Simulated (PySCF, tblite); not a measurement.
# C6H10BrNSi: geometry, infrared bands and NMR shifts

What infrared bands and NMR shifts should C6H10BrNSi (`[H]/N=C\[C@@H]1[SiH2]CC/C1=C\Br`) show?

The runs use tblite 0.8.0 and PySCF 2.14.0, with density-fitted response routines of our own; the level of theory stands in each step. All values are computed, except where a source is named. Atoms count from 0, in the outputs and in this text.

### Step 1. Starting geometry

19 atoms, charge 0, multiplicity 1; geometry from: force field or distance geometry start.

Bonds of the start (Å): N0–C1 1.29, C1–C2 1.46, C2–Si3 1.87, Si3–C4 1.89, C4–C5 1.49, C5–C6 1.46, C6–C7 1.35, C7–Br8 1.91, C6–C2 1.48, N0–H9 1.01, C1–H10 1.08, C2–H11 1.12, Si3–H12 1.46, Si3–H13 1.47, C4–H14 1.11, C4–H15 1.09, C5–H16 1.13, C5–H17 1.11, C7–H18 1.09.

### Step 2. Geometry optimisation with GFN2-xTB

Job settings and geometry (Å):

```
{"job": {"kind": "relax", "xc": "GFN2-xTB", "basis": "xTB"}, "charge": 0, "multiplicity": 1}
N      2.905300    -1.134200    -0.637100
C      1.633500    -0.984800    -0.824400
C      0.720400    -0.449700     0.182500
Si    -0.745000    -1.547900     0.557700
C     -1.947800    -0.113600     0.791700
C     -1.366700     0.807900    -0.224000
C      0.092500     0.841400    -0.178300
C      0.828600     1.950700    -0.427900
Br    -0.004900     3.605000    -0.890000
H      3.380500    -0.881800     0.221700
H      1.242600    -1.301000    -1.780700
H      1.261100    -0.307100     1.154900
H     -1.118600    -2.387700    -0.575800
H     -0.574300    -2.335600     1.784200
H     -1.805400     0.321100     1.800100
H     -2.959100    -0.473400     0.599800
H     -1.708900     1.848800     0.063000
H     -1.755700     0.651800    -1.252400
H      1.912000     1.899100    -0.372500
```

On the command line:

```sh
> OMP_NUM_THREADS=1 python probes_run.py task.json out
```

One launch serves the whole session: the jobs run in the order shown.

**Question.** This job is followed by: GFN2-xTB harmonic vibrations, gas phase; GIAO PBE0/pcSseg-1 NMR shielding, non-relativistic, gas phase. Predict these results of the whole session: strongest single infrared mode (GFN2-xTB); zero-point energy (GFN2-xTB); 13C shifts against TMS (PBE0/pcSseg-1); 1H shifts against TMS (PBE0/pcSseg-1); 15N shifts against NH3 (PBE0/pcSseg-1); 29Si shifts against TMS (PBE0/pcSseg-1); 79Br shifts against HBr (PBE0/pcSseg-1).

As calculated:

| quantity | value |
| --- | --- |
| strongest single infrared mode (GFN2-xTB) | 2278 cm⁻¹, 359 km/mol |
| zero-point energy (GFN2-xTB) | 89.1 kcal/mol |
| 13C shifts against TMS (PBE0/pcSseg-1) | 173.9, 155.7, 124.3, 49.6, 35.1, 9.6 ppm |
| 1H shifts against TMS (PBE0/pcSseg-1) | 9.84, 7.53, 6.09, 4.50, 4.31, 3.55, 2.71, 2.41, 1.19, 1.00 ppm |
| 15N shifts against NH3 (PBE0/pcSseg-1) | 336.0 ppm |
| 29Si shifts against TMS (PBE0/pcSseg-1) | -20.3 ppm |
| 79Br shifts against HBr (PBE0/pcSseg-1) | 497 ppm |

**Reading.** Relaxing lowered the energy by 0.660 eV in 156 steps; the close pair that moved most is C2–Si3, from 1.869 to 1.934 Å. All 51 modes are real, so the xTB geometry is a minimum. The strongest single mode, at 2278 cm⁻¹, moves mainly H13. Unscaled tight-binding wavenumbers are off by several per cent, some by more. Its intensities can rank the bands wrongly. C7 stands next to heavy halogen, whose spin-orbit shielding this run leaves out, so the computed shift lies too far downfield, most of all for carbon beside Br or I. At PBE0/pcSseg-1: Shielding is most anisotropic at Br8 (span 1218 ppm, paramagnetic term -997 ppm). Spin-orbit coupling is left out, which matters for shieldings and couplings at and beside the heavy atoms.
